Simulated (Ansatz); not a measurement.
**GeH2Cl2O (SMILES [OH][GeH]([Cl])[Cl]), step by step**

We compute a series of 16 runs (HF/STO-3G, UHF/STO-3G, HF/3-21G, UHF/3-21G, HF/6-31G*, B3LYP/6-31G*, PBE/def2-SVP, MP2/6-31G*) of Cl2GeH2O. 

Program for the calculation: Ansatz 0.2.0.

## Step 1: Starting point

GeH2Cl2O: 6 atoms, total charge 0, spin state singlet. SMILES: `[OH][GeH]([Cl])[Cl]`. Geometry: relaxed at PBE0-D4/def2-TZVP. This is one conformer, not always the lowest. The run starts from this shape.

Bond lengths: O1–Ge2 1.752 Å, Ge2–Cl3 2.137 Å, Ge2–Cl4 2.137 Å, O1–H5 0.961 Å, Ge2–H6 1.521 Å. Angles: O1–Ge2–Cl3 109.7°, O1–Ge2–Cl4 109.7°, Cl3–Ge2–Cl4 106.8°, O1–Ge2–H6 108.2°, Cl3–Ge2–H6 111.2°, Cl4–Ge2–H6 111.3°, Ge2–O1–H5 113.6°.

## Step 2: A structure relaxation at HF/STO-3G (start density atoms) (run 1)

File in.yaml:

```yaml
crystal:
  periodic: [false, false, false]
  atoms:
    - {symbol: O, position_ang: [-0.161000, 1.291000, -0.614200]}
    - {symbol: Ge, position_ang: [-0.065400, -0.148800, 0.378900]}
    - {symbol: Cl, position_ang: [1.948500, -0.862600, 0.421700]}
    - {symbol: Cl, position_ang: [-1.252400, -1.700600, -0.487400]}
    - {symbol: H, position_ang: [0.126400, 1.152000, -1.521000]}
    - {symbol: H, position_ang: [-0.554000, 0.204900, 1.775700]}
basis:
  gaussian:
    orbitals: STO-3G
total_charge: 0
hamiltonian:
  xc: hf
relax:
  f_tol: 0.002
output:
  orbitals: {seedname: orbitals}
```

On the command line:

```bash
$ ansatz run in.yaml --threads 1 --pin off --max-ram 3480MiB --events-out events.jsonl --progress --plain --runs-dir runs
```

Output:

```text
Warning: RAYON_NUM_THREADS=1 ignored (pool sized by the plan → 1); use --threads N
The last accepted step is kept in runs//last_step.txt (removed where the run ends without a failure and the disk answers)
[... 56 lines left out ...]
Total energy: -82615.34670207 eV, -3036.0579926077 hartree
[... 6 lines left out ...]
Dipole moment:    -0.131788     0.435142     0.061018 e Å
```

Wall time 6.3 s (1 thread of Arm Neoverse V2, shared host); peak memory 0.11 GiB.

The path in brief:

```
step  energy from the first frame kept (eV)  largest force (eV/Å)
   1                                 0.0000                2.4817
   2                                -0.1277                0.6585
   3                                -0.1362                0.2122
   4                                -0.1373                0.0970
   5                                -0.1378                0.0217
   6                                -0.1378                0.0109
   7                                -0.1379                0.0017
```

After the run. Bond lengths: O1–Ge2 1.694 Å, Ge2–Cl3 2.148 Å, Ge2–Cl4 2.148 Å, O1–H5 0.980 Å, Ge2–H6 1.441 Å. Angles: O1–Ge2–Cl3 109.8°, O1–Ge2–Cl4 109.8°, Cl3–Ge2–Cl4 106.3°, O1–Ge2–H6 110.8°, Cl3–Ge2–H6 110.0°, Cl4–Ge2–H6 110.0°, Ge2–O1–H5 112.6°.

## Step 3: Vibrational wavenumbers at HF/STO-3G (start density atoms) (run 2)

File input.yaml:

```yaml
crystal:
  periodic: [false, false, false]
  atoms:
    - {symbol: O, position_ang: [-0.165985, 1.276291, -0.587987]}
    - {symbol: Ge, position_ang: [-0.077153, -0.109581, 0.381387]}
    - {symbol: Cl, position_ang: [1.943161, -0.837524, 0.427450]}
    - {symbol: Cl, position_ang: [-1.263953, -1.678744, -0.480436]}
    - {symbol: H, position_ang: [0.135833, 1.113898, -1.506460]}
    - {symbol: H, position_ang: [-0.529803, 0.171560, 1.719746]}
basis:
  gaussian: {orbitals: STO-3G}
hamiltonian: {xc: hf}
phonons: {temperatures: {t_min: 298.15, t_max: 298.15, t_step: 1}}
```

On the command line:

```bash
$ ansatz run input.yaml --threads 1 --pin off --max-ram 3480MiB --events-out events.jsonl --progress --plain --runs-dir runs
```

Output:

```text
Warning: RAYON_NUM_THREADS=1 ignored (pool sized by the plan → 1); use --threads N
[... 201 lines left out ...]
Total energy: -82615.34672895 eV, -3036.0579935957 hartree
[... 6 lines left out ...]
Dipole moment:    -0.131788     0.435142     0.061019 e Å
Vibrations: 169.39 212.87 236.95 334.39 472.89 495.49 686.16 875.45 876.17 1221.73 2456.55 4313.01 cm⁻¹, zero-point energy 0.765667 eV
```

It took 20 s on 1 thread of Arm Neoverse V2, shared host; peak memory 0.096 GiB.

Runs 3 to 4 aren't shown in full; the table further down has their settings and results.

## Step 4: A structure relaxation at HF/3-21G (start density atoms) (run 5)

File job.yaml:

```yaml
basis:
  gaussian: {orbitals: 3-21G.json}
crystal:
  periodic: [false, false, false]
  atoms:
    - {symbol: O, position_ang: [-0.161000, 1.291000, -0.614200]}
    - {symbol: Ge, position_ang: [-0.065400, -0.148800, 0.378900]}
    - {symbol: Cl, position_ang: [1.948500, -0.862600, 0.421700]}
    - {symbol: Cl, position_ang: [-1.252400, -1.700600, -0.487400]}
    - {symbol: H, position_ang: [0.126400, 1.152000, -1.521000]}
    - {symbol: H, position_ang: [-0.554000, 0.204900, 1.775700]}
hamiltonian: {xc: hf}
relax: {f_tol: 0.002}
output: {orbitals: {seedname: orbitals}}
```

The basis set 3-21G is read from a file made from the Basis Set Exchange's data (not shown).

On the command line:

```bash
$ ansatz run job.yaml --threads 1 --pin off --max-ram 3480MiB --events-out events.jsonl --progress --plain --runs-dir runs
```

Output, cut to the lines that bear on the results:

```text
Warning: RAYON_NUM_THREADS=1 ignored (pool sized by the plan → 1); use --threads N
[... 1 set-up line as earlier in the session ...]
[... 56 lines left out ...]
Total energy: -83149.68328634 eV, -3055.6944998933 hartree
[... 6 lines left out ...]
Dipole moment:    -0.136771     0.553265    -0.029628 e Å
```

Wall time 7.8 s (1 thread of Arm Neoverse V2, shared host); peak memory 0.12 GiB.

Steps, from the record of the run:

| step | energy from the first frame kept (eV) | largest force (eV/Å) |
| --- | --- | --- |
| 1 | 0.0000 | 2.7772 |
| 2 | -0.1745 | 1.1505 |
| 3 | -0.2117 | 0.5674 |
| 4 | -0.2279 | 0.6014 |
| 5 | -0.2346 | 0.0108 |
| 6 | -0.2346 | 0.0035 |
| 7 | -0.2346 | 0.0015 |

After the run. Bond lengths: O1–Ge2 1.699 Å, Ge2–Cl3 2.217 Å, Ge2–Cl4 2.217 Å, O1–H5 0.960 Å, Ge2–H6 1.506 Å. Angles: O1–Ge2–Cl3 110.2°, O1–Ge2–Cl4 110.2°, Cl3–Ge2–Cl4 106.0°, O1–Ge2–H6 110.6°, Cl3–Ge2–H6 109.9°, Cl4–Ge2–H6 109.9°, Ge2–O1–H5 132.0°.

Runs 6 to 15 aren't shown in full; the table further down has their settings and results.

## Step 5: Vibrational wavenumbers at MP2/6-31G(d) (Cartesian functions, start density atoms) (run 16)

File in.yaml:

```yaml
crystal:
  periodic: [false, false, false]
  atoms:
    - {symbol: O, position_ang: [-0.167195, 1.307667, -0.613544]}
    - {symbol: Ge, position_ang: [-0.063779, -0.152081, 0.373813]}
    - {symbol: Cl, position_ang: [1.952966, -0.874028, 0.429763]}
    - {symbol: Cl, position_ang: [-1.255536, -1.715579, -0.478722]}
    - {symbol: H, position_ang: [0.129045, 1.166299, -1.531376]}
    - {symbol: H, position_ang: [-0.553401, 0.203622, 1.773767]}
basis:
  gaussian: {orbitals: "6-31G*"}
correlation: {method: mp2}
phonons: {temperatures: {t_min: 298.15, t_max: 298.15, t_step: 1}}
```

On the command line:

```bash
$ ansatz run in.yaml --threads 1 --pin off --max-ram 3480MiB --events-out events.jsonl --progress --plain --runs-dir runs
```

Output:

```text
Warning: RAYON_NUM_THREADS=1 ignored (pool sized by the plan → 1); use --threads N
[... 26 lines left out ...]
20 core orbitals not correlated: weight in the atoms' cores, before any rotation towards them, 1.000 or more for the frozen orbitals, at most 0.000 for the correlated occupied ones
[... 86 lines left out ...]
20 core orbitals not correlated: weight in the atoms' cores, before any rotation towards them, 1.000 or more for the frozen orbitals, at most 0.000 for the correlated occupied ones
[... 86 lines left out ...]
20 core orbitals not correlated: weight in the atoms' cores, before any rotation towards them, 1.000 or more for the frozen orbitals, at most 0.000 for the correlated occupied ones
[... 83 lines left out ...]
Dipole moment:    -0.029690     0.153067    -0.037752 e Å
[... 1 line left out ...]
Checks for a lower state left out: cluster_reference
```

Run time: 2.6 min. Hardware: 1 thread of Arm Neoverse V2, shared host; peak memory 0.21 GiB.

## Step 6: Overview of the runs

```csv
run,level,task,walk f tol,partner,energy (Eh),dipole moment (D),wall time
1,HF/STO-3G (start density atoms),optimise,0.002,base,-3036.057993,2.20,6.3 s
2,HF/STO-3G (start density atoms),frequencies,–,base,-3036.057994,2.20,20 s
3,UHF/STO-3G (start density atoms),energy,–,cation,-3035.747021,–,3.6 s
4,UHF/STO-3G (start density atoms),optimise,–,cation,-3035.789092,–,28 s
5,HF/3-21G (start density atoms),optimise,0.002,base,-3055.694500,2.74,7.8 s
6,HF/3-21G (start density atoms),frequencies,–,base,-3055.694501,2.74,24 s
7,UHF/3-21G (start density atoms),energy,–,cation,-3055.280018,–,8.1 s
8,UHF/3-21G (start density atoms),optimise,–,cation,-3055.321062,–,42 s
9,"HF/6-31G* (Cartesian functions, start density atoms)",optimise,0.002,base,-3070.176971,0.91,19 s
10,"HF/6-31G* (Cartesian functions, start density atoms)",frequencies,–,base,-3070.176971,0.91,68 s
11,"B3LYP/6-31G* (Cartesian functions, start density atoms)",optimise,0.002,base,-3073.687661,0.87,29 s
12,"B3LYP/6-31G* (Cartesian functions, start density atoms)",frequencies,–,base,-3073.687661,0.87,1.8 min
13,PBE/def2-SVP (start density atoms),optimise,0.002,base,-3072.555773,0.70,16 s
14,PBE/def2-SVP (start density atoms),frequencies,–,base,-3072.555773,0.70,52 s
15,"MP2/6-31G* (Cartesian functions, start density atoms)",optimise,0.002,base,-3070.867474,0.77,35 s
16,"MP2/6-31G* (Cartesian functions, start density atoms)",frequencies,–,base,-3070.867474,0.77,2.6 min
```

## Step 7: What came out

| quantity | value |
| --- | --- |
| run 16, MP2/6-31G*: total energy | -3070.86747 Eh |
| run 16, MP2/6-31G*: dipole moment (correlated density) | 0.77 D |
| run 16, MP2/6-31G*: correlation energy (20 core orbitals frozen) | -691.8 mEh |
| run 16, MP2/6-31G*: largest force on an atom | 0.001 eV/Å |
| run 16, MP2/6-31G*: lowest harmonic wavenumber | 154 cm⁻¹ |
| run 16, MP2/6-31G*: highest harmonic wavenumber | 3770 cm⁻¹ |
| run 16, MP2/6-31G*: zero-point energy | 65.2 kJ/mol |
| vertical ionisation energy (to the doublet cation), HF/STO-3G | 8.462 eV |
| vertical ionisation energy (to the doublet cation), HF/3-21G | 11.279 eV |
| adiabatic ionisation energy (to the doublet cation, no zero-point term), HF/STO-3G | 7.317 eV |
| adiabatic ionisation energy (to the doublet cation, no zero-point term), HF/3-21G | 10.162 eV |

What this shows: At HF/STO-3G: removing an electron at fixed nuclei costs 8.46 eV (816 kJ/mol). In a minimal basis such a difference can be off by several eV, whatever the method. At HF/3-21G: removing an electron at fixed nuclei costs 11.28 eV (1088 kJ/mol). At HF/STO-3G: the adiabatic ionisation energy (to the doublet cation, no zero-point term) is 7.32 eV (169 kcal/mol). At HF/3-21G: the adiabatic ionisation energy (to the doublet cation, no zero-point term) is 10.16 eV (234 kcal/mol). The second species lost a bond as it relaxed, so this leads to another structure. Totals of different functionals can't be ranked against each other. In runs 1, 2, 3, 4 the basis is minimal, so the values are rough. All runs together took 10 min, the longest 2.6 min.
